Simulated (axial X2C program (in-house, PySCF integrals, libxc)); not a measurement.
# A two-component session on InBr: properties at the nuclei

Wanted for InBr: properties at the nuclei, at the two-component level.

Method: two-component X2C with atomic mean-field terms, In dyall-acv3z, Br dyall-acv3z; program: an in-house X2C program for linear molecules on PySCF integrals.

All values are calculated.

## 1. The job

The input, task.json:

```json
{
 "zs": [
  49,
  35
 ],
 "q": 0,
 "bas": [
  "dyall-acv3z",
  "dyall-acv3z"
 ],
 "r0": 2.56,
 "levels": [
  "PBE0",
  "HF",
  "B3LYP"
 ],
 "nst": 1,
 "ff": 1,
 "thr": -3.5,
 "nmax": 130,
 "opt": {
  "ecut": 60
 }
}
```

Keys: zs atomic numbers; q charge; bas basis sets; r0 starting distance in Å; levels methods (HF also brings MP2); nst determinants followed; ff finite-field run; thr threshold in hartree for freezing inner shells (an s shell follows its p shell); nmax most natural virtual spinors; ecut virtual cutoff in hartree.

Command:

```
$ python soeom.py task.json out
```

After this run come: Expectation values, lowest determinant; Finite-field coupled cluster.

What does the calculation give? Wanted: lowest determinant; qzz In; qzz Br; μ (for each run or level that gives them).

**Answer**, as computed:

```
              quantity                 value
    lowest determinant  Ω = 0 (closed shell)
   qzz In (a.u.), PBE0                 -3.64
   qzz Br (a.u.), PBE0                  1.67
           μ (D), PBE0                 -3.55
qzz In (a.u.), CCSD(T)                 -3.39
qzz Br (a.u.), CCSD(T)                  1.53
        μ (D), CCSD(T)                 -3.78
```

What this shows: The expectation values come from single determinants, which for open shells can mix terms of unlike spin or miss the lowest Ω, so a determinant need not be a state. qzz is the electric field gradient, eQq0 = 234.96 MHz × Q/barn × qzz; μ is positive if Br is the positive end. The operators were transformed with the bare-nucleus X2C matrices. Correlation of the inner shells is missing, which matters for properties at the nucleus.
